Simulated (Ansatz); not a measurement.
# HfGe (CsCl type): how the settings move a single-point run

Question: which choices in the input matter for HfGe (CsCl type)?

Computed with Ansatz 0.2.0 (reference: DFT, PBEsol, all-electron LAPW, scalar-relativistic, unless a step's input says otherwise).

## Step 1: The structure to begin with

The structure is cubic, space group Pm-3m (No. 221). Conventional cell: a = 2.535 Å, b = 2.535 Å, c = 2.535 Å, α = 90.00°, β = 90.00°, γ = 90.00°. Hf (site symmetry m-3m) has 8 Ge at 2.20 Å in its first shell of neighbours. Around Ge (site symmetry m-3m) lie 8 Hf at 2.20 Å.

Structure file:

```
Hf Ge
1.0
     2.53477    0.00000    0.00000
     0.00000    2.53477    0.00000
     0.00000    0.00000    2.53477
Hf Ge
1 1
Direct
  0.00000 0.00000 0.00000
  0.50000 0.50000 0.50000
```

## Step 2: Reference

File input.yaml:

```yaml
crystal:
  lattice:
    - [2.5347674281, 0.0, 0.0]
    - [0.0, 2.5347674281, 0.0]
    - [0.0, 0.0, 2.5347674281]
  atoms:
    - { symbol: Hf, position: [0.0, 0.0, 0.0] }
    - { symbol: Ge, position: [0.5, 0.5, 0.5] }
kpoints:
  mp_grid: { grid: [13, 13, 13] }
scf:
  occupations: { method: fermi_dirac, width: 0.05 }
hamiltonian:
  xc: pbesol
  pseudopotentials: { kind: all_electron, lapw: { basis_error: 0.001 } }
output:
  forces: true
  stress: true
  eigenvalues: true
  populations: true
```

Launch:

```bash
> ansatz run input.yaml --threads 1 --pin off --max-ram 2048MiB --backend cpu --events-out ev --progress --plain --runs-dir out
```

## Step 3: Changed: hubbard.sites [{species: Hf, l: d, u_eff: 5.0}], hubbard.double_counting fll, xc_grid 3

input.yaml: that of step 2 with these lines changed.

```diff
@@ -15,2 +15,3 @@
   pseudopotentials: { kind: all_electron, lapw: { basis_error: 0.001 } }
+  hubbard: { sites: [{ species: Hf, l: d, u_eff: 5.0 }], double_counting: fll }
 output:
@@ -20 +21,3 @@
   populations: true
+basis:
+  xc_grid: 3
```

What does the calculation give? Wanted: for each run, ending; energy change; pressure; gap; force.

**Answer**, as computed:

| run | ending | energy change | pressure (GPa) | gap (eV) | force (eV/Å) | cycles | time |
| --- | --- | --- | --- | --- | --- | --- | --- |
| reference | converged | 0 | 509.0 | 0.00 | 0.00 | 8 | 44 s |
| 1: hubbard.sites [{species: Hf, l: d, u_eff: 5.0}], hubbard.double_counting fll, xc_grid 3 | converged | +3.10 eV/atom (Hubbard term changed: no physical gain or loss) | 513.8 | 0.00 | 0.00 | 8 | 54 s |

Residual by cycle in the longest SCF loop of each run; runs are numbered as in the table. The quantity is the density residual dr2, in eV.

| cycle | reference | run 1 |
| --- | --- | --- |
| 1 | 0.166 | 0.0716 |
| 2 | 0.107 | 0.0662 |
| 3 | 0.00822 | 0.00601 |
| 4 | 0.0017 | 0.00613 |
| 5 | 1.1e-4 | 2.9e-4 |
| 6 | 7.7e-7 | 2.2e-5 |
| 7 | 4.7e-7 | 2.1e-7 |
| 8 | 1.0e-8 | 1.6e-9 |

Changing the Hubbard U, double counting of the Hubbard term and numerical grids moves the energy by +3.10 eV/atom, and the pressure goes from 509.0 to 513.8 GPa. The U term adds an energy of its own, so the shift says nothing about which run is better. A changed U is a change of model: its shifts are not errors of convergence. The structure is not at rest: the sound run finds 509 GPa, so these are no properties of the relaxed crystal. 
